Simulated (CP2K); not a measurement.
**CH6Al2O2 (SMILES [CH3][Al]([OH])[O][AlH2]): levels of theory compared**

We compute a comparison of 3 runs (AM1, PM3, GFN0-xTB) of CH6Al2O2. 

Program for the calculation: CP2K 2026.2.

4 further runs of the same task are left out: 3 that didn't finish, 1 set aside as unsound or not needed.

**1. The system as given**

CH6Al2O2 has 11 atoms, charge 0, and is taken as a singlet. As SMILES, `[CH3][Al]([OH])[O][AlH2]`. Geometry: a GFN2-xTB relaxation, a rough one for these elements and not checked as a minimum. This is one conformer, not always the lowest.

Bond lengths: C1–Al2 1.986 Å, Al2–O3 1.642 Å, Al2–O4 1.711 Å, O4–Al5 1.667 Å, C1–H6 1.090 Å, C1–H7 1.088 Å, C1–H8 1.089 Å, O3–H9 0.946 Å, Al5–H10 1.537 Å, Al5–H11 1.536 Å. Some angles: C1–Al2–O3 122.1°, C1–Al2–O4 117.3°, O3–Al2–O4 120.7°, Al2–O4–Al5 177.1°, Al2–C1–H6 110.5°, Al2–C1–H7 110.4°, Al2–C1–H8 112.1°, Al2–O3–H9 172.1°, O4–Al5–H10 119.0°, O4–Al5–H11 120.1°.

**2. The energy at AM1 (run 1)**

job.inp

```
&global
  project_name job
  run_type ENERGY
  print_level MEDIUM
&end global

&force_eval
  method QUICKSTEP
  &dft
    charge 0
    multiplicity 1
    ! Quickstep
    &qs
      method AM1
      eps_default 1.0E-10
      &se
        &coulomb
          cutoff [angstrom] 50
          rc_range [angstrom] 0
        &end coulomb
        &exchange
          cutoff [angstrom] 50
          rc_range [angstrom] 0
        &end exchange
      &end se
    &end qs
    ! isolated system
    &poisson
      periodic NONE
      poisson_solver ANALYTIC
    &end poisson
    ! self-consistent field
    &scf
      scf_guess ATOMIC
      eps_scf 1.0E-06
      max_scf 150
      added_mos 8
      &diagonalization
        algorithm STANDARD
      &end diagonalization
      &mixing
        method DIRECT_P_MIXING
        alpha 0.4
      &end mixing
    &end scf
    &print
      &moments
        periodic F
        reference COM
        max_moment 1
      &end moments
      &mo ON
        energies T
        occupation_numbers T
        ndigits 6
        &each
          qs_scf 0
        &end each
        add_last NUMERIC
      &end mo
      &hirshfeld OFF
      &end hirshfeld
    &end print
  &end dft
  &subsys
    &cell
      abc [angstrom] 16.7 16.7 16.8
      periodic NONE
    &end cell
    &coord
      C     -1.648000     0.557080     1.088780
      Al     0.234350     0.581320     0.455510
      O      1.323680     1.681630     1.000860
      O      0.682220    -0.583390    -0.715390
      Al     1.038670    -1.721010    -1.880230
      H     -2.220530     1.352510     0.612810
      H     -1.689990     0.734460     2.161850
      H     -2.143070    -0.387020     0.866690
      H      2.036150     2.259070     1.233370
      H     -0.114580    -2.392540    -2.642140
      H      2.501100    -2.082110    -2.182110
    &end coord
    &topology
      &center_coordinates
      &end center_coordinates
    &end topology
  &end subsys
&end force_eval
```

Command:

```sh
$ OMP_NUM_THREADS=1 cp2k.psmp -i job.inp -o job.out
```

Output:

```text
CP2K| version string:                                       CP2K version 2026.2
[...]
 GLOBAL| Method name                                                        CP2K
[...]
 GLOBAL| Run type                                                         ENERGY
[...]
                             - Atoms:                                         11
[...]
                             - Spherical basis functions:                     26
[...]
 Number of electrons:                                                         28
[...]
     1 P_Mix/Diag. 0.40E+00    0.0     0.83848717       -28.4710631925 -2.85E+01
[...]
    17 DIIS/Diag.  0.20E-06    0.0     0.00000030       -35.0028635284 -9.44E-12
  *** SCF run converged in    17 steps ***
  Core-core repulsion energy [eV]:                           1635.11768885022889
  Core Hamiltonian energy [eV]:                             -1567.72805563566794
  Two-electron integral energy [eV]:                        -2039.73197752665169
  Electronic energy [eV]:                                   -2587.59404439899390
  Total energy [eV]:                                         -952.47635554876490
  Atomic reference energy [eV]:                               947.26112517207059
  Heat of formation [kcal/mol]:                              -120.26607908479134
[...]
 SE_DIPOLE| Moment [Debye]         -0.30834410      -1.29755680      -1.01764120
 SE_DIPOLE| Derivative [a.u.]       0.00000000       0.00000000       0.00000000
 ENERGY| Total FORCE_EVAL ( QS ) energy [hartree]            -35.002863528356563
[...]
```

It took 0.45 s on 1 thread of Arm Neoverse N1, shared host; peak memory 0.13 GiB.

**3. Energy and gradient at PM3 (run 2)**

calc.py

```python
import numpy as np
from ase import Atoms
from ase.calculators.cp2k import CP2K

atoms = Atoms(['C', 'Al', 'O', 'O', 'Al', 'H', 'H', 'H', 'H', 'H', 'H'],
              positions=[(-1.648000, 0.557080, 1.088780),
                         (0.234350, 0.581320, 0.455510),
                         (1.323680, 1.681630, 1.000860),
                         (0.682220, -0.583390, -0.715390),
                         (1.038670, -1.721010, -1.880230),
                         (-2.220530, 1.352510, 0.612810),
                         (-1.689990, 0.734460, 2.161850),
                         (-2.143070, -0.387020, 0.866690),
                         (2.036150, 2.259070, 1.233370),
                         (-0.114580, -2.392540, -2.642140),
                         (2.501100, -2.082110, -2.182110)])
atoms.set_cell([12.7, 12.7, 12.8])
atoms.center()
template = """
&FORCE_EVAL
  METHOD QUICKSTEP
  &DFT
    CHARGE 0
    MULTIPLICITY 1
    &QS
      METHOD PM3
      EPS_DEFAULT 1.0E-10
      &SE
        &COULOMB
          CUTOFF [angstrom] 50
          RC_RANGE [angstrom] 0
        &END COULOMB
        &EXCHANGE
          CUTOFF [angstrom] 50
          RC_RANGE [angstrom] 0
        &END EXCHANGE
      &END SE
    &END QS
    &POISSON
      PERIODIC NONE
      POISSON_SOLVER ANALYTIC
    &END POISSON
    &SCF
      SCF_GUESS ATOMIC
      EPS_SCF 1.0E-06
      MAX_SCF 80
      ADDED_MOS 8
      MAX_DIIS 8
      &DIAGONALIZATION
        ALGORITHM STANDARD
      &END DIAGONALIZATION
      &MIXING
        METHOD DIRECT_P_MIXING
        ALPHA 0.4
      &END MIXING
    &END SCF
    &PRINT
      &MOMENTS
        PERIODIC F
        REFERENCE COM
        MAX_MOMENT 1
      &END MOMENTS
      &MO ON
        ENERGIES T
        OCCUPATION_NUMBERS T
        NDIGITS 6
        &EACH
          QS_SCF 0
        &END EACH
        ADD_LAST NUMERIC
      &END MO
      &HIRSHFELD OFF
      &END HIRSHFELD
    &END PRINT
  &END DFT
  &SUBSYS
  &END SUBSYS
&END FORCE_EVAL
"""
calculator = CP2K(command="cp2k.psmp -s", label="run", inp=template, basis_set=None, basis_set_file=None, potential_file=None, pseudo_potential=None, xc=None, cutoff=None, max_scf=None, charge=None, uks=False,
            force_eval_method=None, print_level="LOW", poisson_solver=None, stress_tensor=False)
atoms.calc = calculator
e = atoms.get_potential_energy()
f = atoms.get_forces()
print(f"energy = {e:.6f} eV")
print("forces (eV/angstrom):")
for s, v in zip(atoms.get_chemical_symbols(), f):
    print(f"{s:2s} {v[0]:10.5f} {v[1]:10.5f} {v[2]:10.5f}")
```

Command:

```sh
$ OMP_NUM_THREADS=1 python calc.py
```

Output:

```text
energy = -899.814743 eV
forces (eV/angstrom):
C     0.49830    0.16846    0.00246
Al   -2.30945   -1.11640   -0.18825
O     1.92066    2.27906    1.25674
O    -0.13780    0.71595    0.69522
Al    0.28706   -0.73690   -0.76657
H     0.13798    0.06353   -0.14369
H     0.11120   -0.06115    0.04140
H     0.22112   -0.01681   -0.03529
H    -0.83278   -0.95302   -0.51971
H     0.07650   -0.15741   -0.18957
H     0.02723   -0.18530   -0.15275
```

run.out:

```text
CP2K| version string:                                       CP2K version 2026.2
 CP2K| Input file name                                                   run.inp

[... 19 lines left out ...]
 *** WARNING in qs_kind_types.F:2264 :: Information provided in the input ***
[... 5 lines left out ...]
 *** WARNING in qs_kind_types.F:2264 :: Information provided in the input ***
[... 76 lines left out ...]
  *** SCF run converged in    18 steps ***
[... 9 lines left out ...]
  Heat of formation [kcal/mol]:                              -108.49669809911242
[... 14 lines left out ...]
 SE_DIPOLE| Moment [a.u.]          -0.20474227      -0.52793556      -0.38257043
[... 1 line left out ...]
 SE_DIPOLE| Derivative [a.u.]       0.00000000       0.00000000       0.00000000
[... 27 lines left out ...]
 -------------------------------------------------------------------------------
```

Wall time 1.4 s (1 thread of Arm Neoverse N1, shared host); peak memory 0.13 GiB.

**4. The energy at GFN0-xTB (run 3)**

gas.inp

```
&global
    project_name gas
    run_type ENERGY
    print_level HIGH
&end
&force_eval
    method Quickstep
    &dft
        charge 0
        multiplicity 1
        &qs
            method XTB
            eps_default 1.0E-10
            &xtb
                gfn_type 0
                check_atomic_charges F
            &end
        &end
        &poisson
            periodic NONE
            poisson_solver ANALYTIC
        &end
        &scf
            scf_guess ATOMIC
            eps_scf 1.0E-07
            max_scf 150
            added_mos 4
            &diagonalization
                algorithm STANDARD
            &end
            &mixing
                method DIRECT_P_MIXING
                alpha 0.4
            &end
        &end
        &print
            &moments
                periodic F
                reference COM
                max_moment 1
            &end
            &mo ON
                energies T
                occupation_numbers T
                ndigits 6
                &each
                    qs_scf 0
                &end
                add_last NUMERIC
            &end
            &hirshfeld OFF
            &end
        &end
    &end
    &subsys
        &cell
            abc [angstrom] 16.7 16.7 16.8
            periodic NONE
        &end
        &coord
            UNIT bohr
            C     -3.1142687     1.0527286     2.0574960
            Al     0.4428573     1.0985356     0.8607891
            O      2.5013927     3.1778201     1.8913513
            O      1.2892090    -1.1024473    -1.3518912
            Al     1.9628018    -3.2522376    -3.5531198
            H     -4.1961936     2.5558735     1.1580431
            H     -3.1936183     1.3879282     4.0853044
            H     -4.0498154    -0.7313618     1.6378067
            H      3.8477658     4.2690236     2.3307315
            H     -0.2165248    -4.5212453    -4.9929210
            H      4.7263940    -3.9346177    -4.1235903
        &end
        &topology
            &center_coordinates
            &end
        &end
    &end
&end
```

Command:

```sh
$ OMP_NUM_THREADS=1 cp2k.psmp -i gas.inp -o gas.out
```

Output:

```text
CP2K| version string:                                       CP2K version 2026.2
[...]
 GLOBAL| Method name                                                        CP2K
[...]
 GLOBAL| Run type                                                         ENERGY
[...]
                             - Atoms:                                         11
[...]
                             - Spherical basis functions:                     42
[...]
 Number of electrons:                                                         28
[...]
 TB_DIPOLE| Moment [Debye]          0.95384457       0.57808805       0.20786341
 TB_DIPOLE| Derivative [a.u.]       0.00000000       0.00000000       0.00000000
[...]
 ENERGY| Total FORCE_EVAL ( QS ) energy [hartree]            -14.635297758456423
 *** WARNING in force_env_methods.F:472 :: To print the stress tensor ***
 *** switch on the virial evaluation with the keyword: STRESS_TENSOR  ***
[...]
```

Wall time 0.71 s (1 thread of Arm Neoverse N1, shared host); peak memory 0.14 GiB.

**5. All runs side by side**

```
run     level      task  iteration cap  energy (Eh)  dipole moment (D)  HOMO energy (eV)  LUMO energy (eV)  wall time
  1       AM1    energy            150   -35.002864               1.68             -9.60             -0.01     0.45 s
  2       PM3  gradient             80   -33.067585               1.74             -9.40             -1.77      1.4 s
  3  GFN0-xTB    energy            150   -14.635298               1.13            -11.55             -6.92     0.71 s
```

**6. What came out**

| quantity | value |
| --- | --- |
| run 3: total energy | -14.63530 Eh |
| run 3: dipole moment (from atomic charges alone) | 1.13 D |
| run 3: HOMO energy | -11.55 eV |
| run 3: LUMO energy | -6.92 eV |
| run 3: HOMO–LUMO gap | 4.63 eV |
| run 3: dispersion energy | -6.12 kJ/mol |

**Reading.** The dipole moment (its size) runs from 1.13 D (GFN0-xTB) to 1.74 D (PM3). Some of these are taken from atomic charges alone. The HOMO–LUMO gap runs from 4.63 eV (GFN0-xTB) to 9.59 eV (AM1). Force-field and semi-empirical energies have zeros of their own, so their totals don't compare. All runs together took 2.5 s, the longest 1.4 s.
